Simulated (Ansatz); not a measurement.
**BiS: single point with PBE**

Crystal: BiS.

```xyz
2
Lattice="4.0029 0.0000 0.0000 0.0000 4.0029 0.0000 0.0000 0.0000 4.0029" Properties=species:S:1:pos:R:3 pbc="T T T"
Bi    2.0015    2.0015    2.0015
S     0.0000    0.0000    0.0000
```

The cell was built by a generator and needn't be a form met in nature.

| Item | Value |
| --- | --- |
| Program | Ansatz 0.2.0 |
| Task | single point |
| Functional | PBE |
| Potentials or basis | Ansatz PAW |
| Cutoff | 420 eV (not typed: the program's choice for these potentials) |
| k mesh | 7 × 7 × 7 |
| Occupations | gaussian, width 0.02 eV |
| Spin | no spin polarisation |

```
Pressure               : -10.9 GPa
Band gap on the k mesh : none (metal or under the smearing width)
```

Levels at points of the mesh, in eV from the Fermi level:
| k point | band 6 | band 7 | band 8 | band 9 | band 10 | band 11 | band 12 | band 13 | band 14 | band 15 |
| --- | --- | --- | --- | --- | --- | --- | --- | --- | --- | --- |
| (0.00, 0.00, 0.00) | -13.15 | -10.11 | -2.26 | -2.26 | -2.26 | 2.43 | 2.43 | 2.43 | 4.41 | 4.41 |

Wall time 0.3 s on 2 threads of AMD EPYC 9R45 96-Core Processor (Zen 5), with other jobs on the host, peak memory 0.35 GiB.

Caveat: spin-orbit coupling is left out, which moves the levels of the heavy elements.
